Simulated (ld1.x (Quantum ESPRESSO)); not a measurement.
# Pseudopotential generation for molybdenum: ultrasoft, PBE

Aim: build the potential from the settings below, then test how well it stands in for the atom: other configurations, scattering, ghost states and the plane-wave cutoff that it needs.

Method: ld1.x (Quantum ESPRESSO) 7.5, PBE, scalar-relativistic.

## 1. Settings

The settings as typed:

| Property | Result |
| --- | --- |
| element | molybdenum (Mo, Z = 42) |
| type | ultrasoft |
| frozen core | [Ar] 3d10 |
| valence charge | 14 |
| reference configuration | 4s2 4p6 4d4 5s2 5p0 |
| partial waves | 4s (bound): rcut 1.45, rcutus 1.60 bohr; 5s (bound): rcut 1.45, rcutus 1.60 bohr; 4p (bound): rcut 1.65, rcutus 2.05 bohr; 5p (bound, empty): rcut 1.65, rcutus 2.05 bohr; 4d (bound): rcut 2.20, rcutus 2.30 bohr; 4d channel at -0.05 Ry: rcut 2.20, rcutus 2.30 bohr |
| local potential | all-electron potential smoothed inside 1.25 bohr (lloc = -1) |
| core correction | a·sin(br)/r model core, default radius (core density twice the valence density) |
| augmentation charge | PSQ, inside the norm-conserving radii |

An earlier all-electron run gives the scale for the radii.

All-electron outer shells of the reference configuration (PBE, scalar-relativistic, ld1.x):

| shell | level (eV) | outermost node (bohr) | outermost maximum (bohr) |
| --- | --- | --- | --- |
| 3p | -382.21 | 0.17 | 0.38 |
| 3d | -223.96 | – | 0.32 |
| 4s | -67.10 | 0.51 | 0.99 |
| 4p | -41.09 | 0.52 | 1.06 |
| 4d | -5.65 | 0.53 | 1.35 |
| 5s | -4.88 | 1.33 | 2.86 |
| 5p | -1.43 | 1.52 | 3.81 |

## 2. The generation run

Mo.in

```
 &input
   title='Mo', zed=42., rel=1, dft='PBE', iswitch=3,
   config='[Kr] 4d4 5s2 5p0',
   nld=3, rlderiv=2.50, eminld=-7.0, emaxld=5.0, deld=0.02
 /
 &inputp
   pseudotype=3, tm=.true., lloc=-1, rcloc=1.25,
   nlcc=.true.,
   which_augfun='PSQ', rmatch_augfun_nc=.true.,
   file_pseudopw='Mo.UPF', file_wfcaegen='ae.wfc', file_wfcncgen='nc.wfc', file_beta='beta', file_chi='chi', file_wfcusgen='us.wfc'
 /
6
4S  1  0   2.00   0.00  1.45  1.60  0.0
5S  2  0   2.00   0.00  1.45  1.60  0.0
4P  2  1   6.00   0.00  1.65  2.05  0.0
5P  3  1   0.00   0.00  1.65  2.05  0.0
4D  3  2   4.00   0.00  2.20  2.30  0.0
4D  3  2   0.00  -0.05  2.20  2.30  0.0
 &test
   configts(1)='4s2 4p6 4d4 5s2 5p0'
 /
```

Run with:

```bash
$ ld1.x < Mo.in > Mo.out
```

Output in Mo.out (without the banner and most projector matrices):

```text
     Program LD1 v.7.5
     --------------------------- All-electron run ----------------------------

     Mo
     scalar relativistic calculation

     atomic number is 42.00
     dft =PBE   lsd =0 sic =0 latt =0  beta=0.20 tr2=1.0E-14
     Exchange-correlation= PBE
                           (   1   4   3   4   0   0   0)
     mesh =1229 r(mesh) = 100.71859 a.u. xmin = -7.00 dx = 0.01250
     1 Ry =  13.60569312 eV, c = 137.03599908

     n l     nl                  e(Ry)          e(Ha)          e(eV)
     1 0     1S 1( 2.00)     -1457.1473      -728.5737    -19825.4994
     2 0     2S 1( 2.00)      -205.9908      -102.9954     -2802.6471
     2 1     2P 1( 6.00)      -184.1707       -92.0854     -2505.7700
     3 0     3S 1( 2.00)       -35.2423       -17.6211      -479.4953
     3 1     3P 1( 6.00)       -28.0917       -14.0459      -382.2073
     4 0     4S 1( 2.00)        -4.9317        -2.4659       -67.0997
     4 1     4P 1( 6.00)        -3.0202        -1.5101       -41.0921
     3 2     3D 1(10.00)       -16.4606        -8.2303      -223.9584
     4 2     4D 1( 4.00)        -0.4154        -0.2077        -5.6522
     5 0     5S 1( 2.00)        -0.3585        -0.1793        -4.8782
     5 1     5P 1( 0.00)        -0.1054        -0.0527        -1.4339

     final scf error:  2.4E-15 reached in  27 iterations

     Etot =   -8097.229206 Ry,   -4048.614603 Ha, -110168.415718 eV

     Ekin =    8349.008731 Ry,    4174.504366 Ha,  113594.050678 eV
     Encl =  -19506.319683 Ry,   -9753.159842 Ha, -265396.999567 eV
     Eh   =    3306.732527 Ry,    1653.366263 Ha,   44990.387997 eV
     Exc  =    -246.650780 Ry,    -123.325390 Ha,   -3355.854825 eV

     normalization and overlap integrals

     s(1S/1S) =  1.000000  <r> =   0.0352  <r2> =    0.0017  r(max) =   0.0229
     s(2S/2S) =  1.000000  <r> =   0.1537  <r2> =    0.0279  r(max) =   0.1303
     s(2P/2P) =  1.000000  <r> =   0.1340  <r2> =    0.0219  r(max) =   0.1041
     s(3S/3S) =  1.000000  <r> =   0.4289  <r2> =    0.2107  r(max) =   0.3819
     s(3P/3P) =  1.000000  <r> =   0.4306  <r2> =    0.2158  r(max) =   0.3771
     s(4S/4S) =  1.000000  <r> =   1.1037  <r2> =    1.3808  r(max) =   0.9874
     s(4P/4P) =  1.000000  <r> =   1.2294  <r2> =    1.7332  r(max) =   1.0643
     s(3D/3D) =  1.000000  <r> =   0.4152  <r2> =    0.2074  r(max) =   0.3246
     s(4D/4D) =  1.000000  <r> =   1.8652  <r2> =    4.3071  r(max) =   1.3496
     s(5S/5S) =  1.000000  <r> =   3.4160  <r2> =   13.3902  r(max) =   2.8572
     s(5P/5P) =  1.000000  <r> =   4.8681  <r2> =   27.8820  r(max) =   3.8089

     ------------------------ End of All-electron run ------------------------

     --------------------- Generating US pseudopotential ---------------------

      Generating local potential from pseudized AE potential:
      Matching radius rcloc =   1.2500

      Local pseudo, rcloc= 1.237 Estimated cut-off energy=    16.21 Ry

      Computing core charge for nlcc:

       r > 0.72 : true rho core
       r < 0.72 : rho core = a sin(br)/r    a=  27.06  b=   3.75

      Integrated core pseudo-charge :   6.64
      Wfc-us  4S rcutus= 1.588  Estimated cut-off energy=    21.12 Ry
      Wfc-us  5S rcutus= 1.588  Estimated cut-off energy=    40.87 Ry
      Wfc-us  4P rcutus= 2.039  Estimated cut-off energy=    20.66 Ry
      Wfc-us  5P rcutus= 2.039  Estimated cut-off energy=    38.51 Ry
      Wfc-us  4D rcutus= 2.310  Estimated cut-off energy=    21.79 Ry
      Wfc-us  4D rcutus= 2.310  Estimated cut-off energy=    24.28 Ry

     Q pseudized with Bessel functions
     Expected ecutrho=     172.6503 due to l1=  0   l2=  2

     ------------------- End of pseudopotential generation -------------------

     [... the all-electron block is printed once more ...]


     Computing logarithmic derivative in   2.50578
     Computing logarithmic derivative in   2.50578
     Computing the partial wave expansion
     R is outside the sphere for l=    0 j= 0.00
     R is outside the sphere for l=    0 j= 0.00
     R is outside the sphere for l=    1 j= 0.00
     R is outside the sphere for l=    1 j= 0.00
     R is outside the sphere for l=    2 j= 0.00
     R is outside the sphere for l=    2 j= 0.00

     ---------------------- Testing the pseudopotential ----------------------

     Mo
     scalar relativistic calculation

     atomic number is 42.00   valence charge is 14.00
     dft =PBE   lsd =0 sic =0 latt =0  beta=0.20 tr2=1.0E-14
     mesh =1229 r(mesh) = 100.71859 xmin = -7.00 dx = 0.01250

     n l     nl             e AE (Ry)        e PS (Ry)    De AE-PS (Ry)
     1 0     4S   1( 2.00)       -4.93174       -4.93170       -0.00004
     2 1     4P   1( 6.00)       -3.02022       -3.02018       -0.00003
     3 2     4D   1( 4.00)       -0.41543       -0.41541       -0.00002
     2 0     5S   1( 2.00)       -0.35854       -0.35853       -0.00001
     3 1     5P   1( 0.00)       -0.10539       -0.10539       -0.00000

     eps = 3.5E-15  iter =  6

     Etot =   -8097.229206 Ry,   -4048.614603 Ha, -110168.415718 eV
     Etotps =  -153.813960 Ry,     -76.906980 Ha,   -2092.745536 eV

     Ekin =      35.555333 Ry,      17.777667 Ha,     483.754956 eV
     Encl =    -301.670283 Ry,    -150.835141 Ha,   -4104.433293 eV
     Ehrt =     111.296090 Ry,      55.648045 Ha,    1514.260450 eV
     Ecxc =     -33.734495 Ry,     -16.867247 Ha,    -458.981184 eV
     (Ecc =     -15.962130 Ry,      -7.981065 Ha,    -217.175846 eV)
     Epseu=      34.739394 Ry,      17.369697 Ha,     472.653535 eV

     ---------------------- End of pseudopotential test ----------------------
```

It took 2.2 s on 1 thread of Neoverse-V1, shared host. This counts the later configuration tests of the new file too.

All-electron and pseudo partial waves u(r) = r·R(r), from the program's wave files:

```csv
r (bohr),5p AE,5p PS
0.115,0.0547,0.0212
0.230,-0.0824,0.0808
0.345,-0.1113,0.1671
0.460,-0.0422,0.2637
0.575,0.0526,0.3525
0.690,0.1313,0.4176
0.805,0.1793,0.4479
0.920,0.1960,0.4392
1.035,0.1865,0.3945
1.150,0.1577,0.3221
1.265,0.1159,0.2337
1.380,0.0666,0.1410
1.495,0.0138,0.0537
1.610,-0.0396,-0.0227
1.725,-0.0918,-0.0869
1.840,-0.1415,-0.1408
1.955,-0.1879,-0.1879
2.070,-0.2307,-0.2307
2.185,-0.2696,-0.2696
2.300,-0.3048,-0.3048
2.415,-0.3363,-0.3363
2.530,-0.3642,-0.3642
2.645,-0.3886,-0.3886
2.760,-0.4099,-0.4099
2.875,-0.4281,-0.4281
2.990,-0.4434,-0.4434
```

## 3. Transferability test

Mo.test.in

```
 &input
   title='Mo', zed=42., rel=1, dft='PBE', iswitch=2,
   config='[Kr] 4d4 5s2 5p0'
 /
 &test
   file_pseudo='Mo.UPF', nconf=8,
   configts(1)='4s2 4p6 4d4 5s2 5p0',
   configts(2)='4s2 4p6 4d5 5s1 5p0',
   configts(3)='4s2 4p6 4d5 5s0 5p0',
   configts(4)='4s2 4p6 4d4 5s0 5p0',
   configts(5)='4s1 4p6 4d5 5s1 5p0',
   configts(6)='4s2 4p6 4d5 5s0 5p1',
   configts(7)='4s2 4p6 4d6 5s0 5p0',
   configts(8)='4s2 4p6 4d4 5s1 5p1'
 /
```

Run with:

```bash
$ ld1.x < Mo.test.in > Mo.test.out
```

Mo.test.out, the pseudopotential blocks:

```text
     ---------------------- Testing the pseudopotential ----------------------

     Mo
     scalar relativistic calculation

     atomic number is 42.00   valence charge is 14.00
     dft =PBE   lsd =0 sic =0 latt =0  beta=0.20 tr2=1.0E-14
     mesh =1229 r(mesh) = 100.71859 xmin = -7.00 dx = 0.01250

     n l     nl             e AE (Ry)        e PS (Ry)    De AE-PS (Ry)
     1 0     4S   1( 2.00)       -4.93174       -4.93170       -0.00004
     2 1     4P   1( 6.00)       -3.02022       -3.02018       -0.00003
     3 2     4D   1( 4.00)       -0.41543       -0.41541       -0.00002
     2 0     5S   1( 2.00)       -0.35854       -0.35853       -0.00001
     3 1     5P   1( 0.00)       -0.10539       -0.10539       -0.00000

     eps = 3.5E-15  iter =  6

     Etot =   -8097.229206 Ry,   -4048.614603 Ha, -110168.415718 eV
     Etotps =  -153.813960 Ry,     -76.906980 Ha,   -2092.745536 eV

     Ekin =      35.555333 Ry,      17.777667 Ha,     483.754956 eV
     Encl =    -301.670283 Ry,    -150.835141 Ha,   -4104.433293 eV
     Ehrt =     111.296090 Ry,      55.648045 Ha,    1514.260450 eV
     Ecxc =     -33.734495 Ry,     -16.867247 Ha,    -458.981184 eV
     (Ecc =     -15.962130 Ry,      -7.981065 Ha,    -217.175846 eV)
     Epseu=      34.739394 Ry,      17.369697 Ha,     472.653535 eV

     ---------------------- End of pseudopotential test ----------------------

     ---------------------- Testing the pseudopotential ----------------------

     Mo
     [...]
     n l     nl             e AE (Ry)        e PS (Ry)    De AE-PS (Ry)
     1 0     4S   1( 2.00)       -4.72938       -4.72793       -0.00146
     2 1     4P   1( 6.00)       -2.82861       -2.82828       -0.00033
     3 2     4D   1( 5.00)       -0.27582       -0.27433       -0.00149
     2 0     5S   1( 1.00)       -0.30034       -0.30124        0.00091
     3 1     5P   1( 0.00)       -0.07669       -0.07733        0.00064

     eps = 1.1E-15  iter = 14

     Etot =   -8097.243804 Ry,   -4048.621902 Ha, -110168.614337 eV
     Etotps =  -153.827027 Ry,     -76.913513 Ha,   -2092.923322 eV
     dEtot_ae =      -0.014598 Ry
     dEtot_ps =      -0.013067 Ry,   Delta E=      -0.001531 Ry

     [...]
     ---------------------- End of pseudopotential test ----------------------

     ---------------------- Testing the pseudopotential ----------------------

     Mo
     [...]
     n l     nl             e AE (Ry)        e PS (Ry)    De AE-PS (Ry)
     1 0     4S   1( 2.00)       -5.22677       -5.22468       -0.00209
     2 1     4P   1( 6.00)       -3.32867       -3.32802       -0.00065
     3 2     4D   1( 5.00)       -0.76541       -0.76287       -0.00254
     2 0     5S   1( 0.00)       -0.72238       -0.72365        0.00127
     3 1     5P   1( 0.00)       -0.43422       -0.43554        0.00133

     eps = 8.9E-15  iter = 12

     Etot =   -8096.737397 Ry,   -4048.368698 Ha, -110161.724320 eV
     Etotps =  -153.319419 Ry,     -76.659709 Ha,   -2086.016960 eV
     dEtot_ae =       0.491809 Ry
     dEtot_ps =       0.494541 Ry,   Delta E=      -0.002733 Ry

     [...]
     ---------------------- End of pseudopotential test ----------------------

     ---------------------- Testing the pseudopotential ----------------------

     Mo
     [...]
     n l     nl             e AE (Ry)        e PS (Ry)    De AE-PS (Ry)
     1 0     4S   1( 2.00)       -6.08228       -6.08105       -0.00122
     2 1     4P   1( 6.00)       -4.17108       -4.17003       -0.00104
     3 2     4D   1( 4.00)       -1.53074       -1.52943       -0.00131
     2 0     5S   1( 0.00)       -1.30116       -1.30138        0.00021
     3 1     5P   1( 0.00)       -0.93263       -0.93242       -0.00021

     eps = 6.5E-15  iter = 12

     Etot =   -8095.600994 Ry,   -4047.800497 Ha, -110146.262764 eV
     Etotps =  -152.185320 Ry,     -76.092660 Ha,   -2070.586757 eV
     dEtot_ae =       1.628212 Ry
     dEtot_ps =       1.628640 Ry,   Delta E=      -0.000428 Ry

     [...]
     ---------------------- End of pseudopotential test ----------------------

     ---------------------- Testing the pseudopotential ----------------------

     Mo
     [...]
     n l     nl             e AE (Ry)        e PS (Ry)    De AE-PS (Ry)
     1 0     4S   1( 1.00)       -5.63053       -5.60738       -0.02316  !
     2 1     4P   1( 6.00)       -3.69969       -3.68179       -0.01789  !
     3 2     4D   1( 5.00)       -1.02356       -1.02234       -0.00122
     2 0     5S   1( 1.00)       -0.82254       -0.82284        0.00030
     3 1     5P   1( 0.00)       -0.49982       -0.49920       -0.00062

     eps = 3.5E-15  iter = 11

     Etot =   -8092.084228 Ry,   -4046.042114 Ha, -110098.414729 eV
     Etotps =  -148.678420 Ry,     -74.339210 Ha,   -2022.872951 eV
     dEtot_ae =       5.144978 Ry
     dEtot_ps =       5.135540 Ry,   Delta E=       0.009437 Ry

     [...]
     ---------------------- End of pseudopotential test ----------------------

     ---------------------- Testing the pseudopotential ----------------------

     Mo
     [...]
     n l     nl             e AE (Ry)        e PS (Ry)    De AE-PS (Ry)
     1 0     4S   1( 2.00)       -4.82962       -4.82852       -0.00109
     2 1     4P   1( 6.00)       -2.92986       -2.92917       -0.00069
     3 2     4D   1( 5.00)       -0.36978       -0.36815       -0.00163
     2 0     5S   1( 0.00)       -0.36632       -0.36740        0.00108
     3 1     5P   1( 1.00)       -0.12816       -0.12836        0.00021

     eps = 5.8E-15  iter = 15

     Etot =   -8097.013001 Ry,   -4048.506501 Ha, -110165.474109 eV
     Etotps =  -153.595656 Ry,     -76.797828 Ha,   -2089.775364 eV
     dEtot_ae =       0.216204 Ry
     dEtot_ps =       0.218304 Ry,   Delta E=      -0.002099 Ry

     [...]
     ---------------------- End of pseudopotential test ----------------------

     ---------------------- Testing the pseudopotential ----------------------

     Mo
     [...]
     n l     nl             e AE (Ry)        e PS (Ry)    De AE-PS (Ry)
     1 0     4S   1( 2.00)       -4.57216       -4.57118       -0.00098
     2 1     4P   1( 6.00)       -2.67899       -2.68016        0.00117
     3 2     4D   1( 6.00)       -0.16965       -0.16903       -0.00061
     2 0     5S   1( 0.00)       -0.25380       -0.25619        0.00238
     3 1     5P   1( 0.00)       -0.05553       -0.05695        0.00142

     eps = 1.6E-15  iter = 14

     Etot =   -8097.187759 Ry,   -4048.593879 Ha, -110167.851807 eV
     Etotps =  -153.768050 Ry,     -76.884025 Ha,   -2092.120894 eV
     dEtot_ae =       0.041447 Ry
     dEtot_ps =       0.045910 Ry,   Delta E=      -0.004464 Ry

     [...]
     ---------------------- End of pseudopotential test ----------------------

     ---------------------- Testing the pseudopotential ----------------------

     Mo
     [...]
     n l     nl             e AE (Ry)        e PS (Ry)    De AE-PS (Ry)
     1 0     4S   1( 2.00)       -5.03338       -5.03525        0.00187
     2 1     4P   1( 6.00)       -3.12199       -3.12273        0.00074
     3 2     4D   1( 4.00)       -0.50858       -0.50980        0.00122
     2 0     5S   1( 1.00)       -0.42105       -0.42179        0.00075
     3 1     5P   1( 1.00)       -0.15369       -0.15310       -0.00059

     eps = 8.0E-16  iter = 12

     Etot =   -8096.968939 Ry,   -4048.484469 Ha, -110164.874606 eV
     Etotps =  -153.553072 Ry,     -76.776536 Ha,   -2089.195981 eV
     dEtot_ae =       0.260267 Ry
     dEtot_ps =       0.260888 Ry,   Delta E=      -0.000621 Ry

     [...]
     ---------------------- End of pseudopotential test ----------------------
```

Energies count from the reference configuration 4s2 4p6 4d4 5s2 5p0; the error is all-electron less pseudo.

```csv
valence configuration,charge,ΔE all-electron (eV),error AE − PS (meV)
4s2 4p6 4d5 5s1 5p0,0,-0.199,-21
4s2 4p6 4d5 5s0 5p0,+1,6.691,-37
4s2 4p6 4d4 5s0 5p0,+2,22.153,-5.8
4s1 4p6 4d5 5s1 5p0,+1,70.001,+128
4s2 4p6 4d5 5s0 5p1,0,2.942,-29
4s2 4p6 4d6 5s0 5p0,0,0.564,-61
4s2 4p6 4d4 5s1 5p1,0,3.541,-8.4
```

## 4. Does it scatter like the atom?

Taken from the files of the generation run. The phase is arctan(r·u′/u) with u = r·R, unwrapped, with energies in Ry. A pole is an energy at which the radial function vanishes at the test radius. The pseudo phase is shifted by a multiple of π to meet the all-electron one at the reference energy. Levels narrower than the energy grid can be missing from the poles. Left out: p, where the overlap operator is not positive , so their phases aren't trusted. The last column is the largest difference on the grid between −1 and +1 Ry.

| channel | radius (bohr) | reference (Ry) | poles AE | poles PS | window around the reference with phases within 0.05 rad (Ry) | largest difference near zero (rad) |
| --- | --- | --- | --- | --- | --- | --- |
| s | 2.51 | -0.36 | -4.88, 3.16 | -4.88, 3.09 | below 5.0 | 0.001 |
| d | 2.51 | -0.42 | 0.18 | 0.18 | the whole range | 0.000 |

Phases (rad) along the scan:

```csv
E (Ry),s AE,s PS,d AE,d PS
-7.00,1.400,1.400,1.418,1.418
-6.48,1.389,1.389,1.411,1.411
-5.96,1.373,1.373,1.404,1.404
-5.44,1.339,1.339,1.396,1.396
-4.92,-1.442,-1.442,1.386,1.386
-4.40,-1.746,-1.747,1.375,1.375
-3.88,-1.781,-1.781,1.360,1.360
-3.36,-1.809,-1.809,1.342,1.342
-2.84,-1.841,-1.841,1.317,1.317
-2.32,-1.883,-1.883,1.281,1.281
-1.80,-1.946,-1.946,1.221,1.220
-1.28,-2.049,-2.049,1.086,1.086
-0.76,-2.254,-2.254,0.468,0.468
-0.24,-2.766,-2.766,-1.288,-1.288
0.28,-3.712,-3.713,-1.605,-1.605
0.80,-4.251,-4.252,-1.728,-1.728
1.32,-4.467,-4.468,-1.827,-1.828
1.84,-4.576,-4.578,-1.955,-1.956
2.36,-4.643,-4.646,-2.192,-2.195
2.88,-4.691,-4.696,-2.805,-2.815
3.40,-4.729,-4.736,-3.812,-3.820
3.92,-4.762,-4.774,-4.276,-4.279
4.44,-4.795,-4.817,-4.460,-4.462
4.96,-4.829,-4.879,-4.556,-4.557
```

## 5. Plane-wave convergence, by spherical Bessel functions

A separate test, outside the generator: the pseudo-atom's Hamiltonian at the reference potential is diagonalised in spherical Bessel functions j_l(qr) that vanish at 20 bohr, with q² up to the cutoff.

No cutoffs are read. The overlap operator is not positive in p (lowest eigenvalue -0.244), so the test is not defined there. The ghost test is not conclusive.

## 6. Summary of results

| quantity | value |
| --- | --- |
| cutoffs | not determined |
| bound ghosts | not determined |
| largest test error (AE − PS) | +128 meV, for 4s1 4p6 4d5 5s1 5p0 |
| largest phase difference near zero energy, channels read | 0.001 rad |
| lowest eigenvalue of the overlap (Bessel basis) | -0.244 (p) |
| density cutoff estimated by the generator | 173 Ry |

In words: The overlap operator is not positive definite in p, so a plane-wave run would break down once the basis is large enough. The worst unpolarised test, 4s1 4p6 4d5 5s1 5p0, is off by 128 meV on 70.0 eV; by total energies transferability rates as fair for so large an energy. That test lies far up in energy; among those under 40 eV, nearer to bonding, the largest error is 61 meV. No cutoffs are read. Ghosts could not be judged. Near zero energy the phases of the channels with partial waves that could be evaluated agree within 0.001 rad. These are tests on the free atom; a crystal test is still owed.
